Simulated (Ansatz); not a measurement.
# C2H5BGe: basis-set convergence

Aim: see how fast density functionals converge with the basis set for C2H5BGe.

The runs use Ansatz 0.2.0, Gaussian basis; one geometry, several basis sets.

The runs, in order: PBE0-D4/def2-SVP; ωB97M-V/def2-SVP; PBE0-D4/def2-QZVPP; ωB97M-V/def2-QZVPP; the functionals' def2-TZVPP values are taken from earlier runs.

### Step 1. Structure used throughout

An earlier PBE0-D4 in a triple-zeta def2 set relaxation fixed the geometry.

SMILES `[BH]1C=[CH][GeH2]1`, 9 atoms, charge 0, spin multiplicity 1.

Atoms are counted from 1 here; the program's logs count them from 0.

Bond lengths: B1–C2 1.524 Å, B1–Ge4 2.067 Å, B1–H5 1.193 Å, C2–C3 1.360 Å, C2–H6 1.088 Å, C3–Ge4 1.975 Å, C3–H7 1.090 Å, Ge4–H8 1.537 Å, Ge4–H9 1.542 Å. Angles: C2–B1–Ge4 89.5°, C2–B1–H5 129.7°, Ge4–B1–H5 137.9°, B1–C2–C3 100.5°, B1–C2–H6 132.6°, C3–C2–H6 124.8°, C2–C3–Ge4 98.4°, C2–C3–H7 125.1°, Ge4–C3–H7 136.3°, B1–Ge4–C3 66.6°, B1–Ge4–H8 119.5°, B1–Ge4–H9 126.4°, C3–Ge4–H8 110.4°, C3–Ge4–H9 117.9°, H8–Ge4–H9 108.6°.

### Step 2. PBE0-D4 in def2-SVP

Contents of in.yaml:

```yaml
crystal:
  periodic: [false, false, false]
  atoms:
    - {symbol: B, position_ang: [-0.758974, 0.858241, -0.544819]}
    - {symbol: C, position_ang: [0.757781, 0.767748, -0.666732]}
    - {symbol: C, position_ang: [1.027783, -0.157718, 0.292848]}
    - {symbol: Ge, position_ang: [-0.770785, -0.961800, 0.434463]}
    - {symbol: H, position_ang: [-1.478228, 1.802192, -0.666044]}
    - {symbol: H, position_ang: [1.498971, 1.413418, -1.133639]}
    - {symbol: H, position_ang: [1.983397, -0.268663, 0.806158]}
    - {symbol: H, position_ang: [-0.842958, -2.260682, -0.384903]}
    - {symbol: H, position_ang: [-1.328386, -1.239237, 1.845568]}
basis:
  gaussian: {orbitals: def2-SVP}
hamiltonian: {xc: pbe0, dispersion: d4}
output: {orbitals: {seedname: orbitals}}
```

The run is started by

```console
> ansatz run in.yaml --threads 2 --pin off --events-out ev --progress --plain --max-ram 4352MiB
```

Further steps of the session: ωB97M-V in def2-SVP; PBE0-D4 in def2-QZVPP; ωB97M-V in def2-QZVPP.

Q: Predict the results of all the runs planned. Wanted: PBE0-D4: double and triple zeta above quadruple; ωB97M-V: double and triple zeta above quadruple.

As calculated:

```
                                       quantity           value
PBE0-D4: double and triple zeta above quadruple  11.51, 1.37 eV
ωB97M-V: double and triple zeta above quadruple  11.61, 1.33 eV
```

In words: For PBE0-D4 the step from double to triple zeta gains 10.14 eV and the next only 1.37 eV. Total energies overstate the basis error of differences, where much of it tends to cancel.
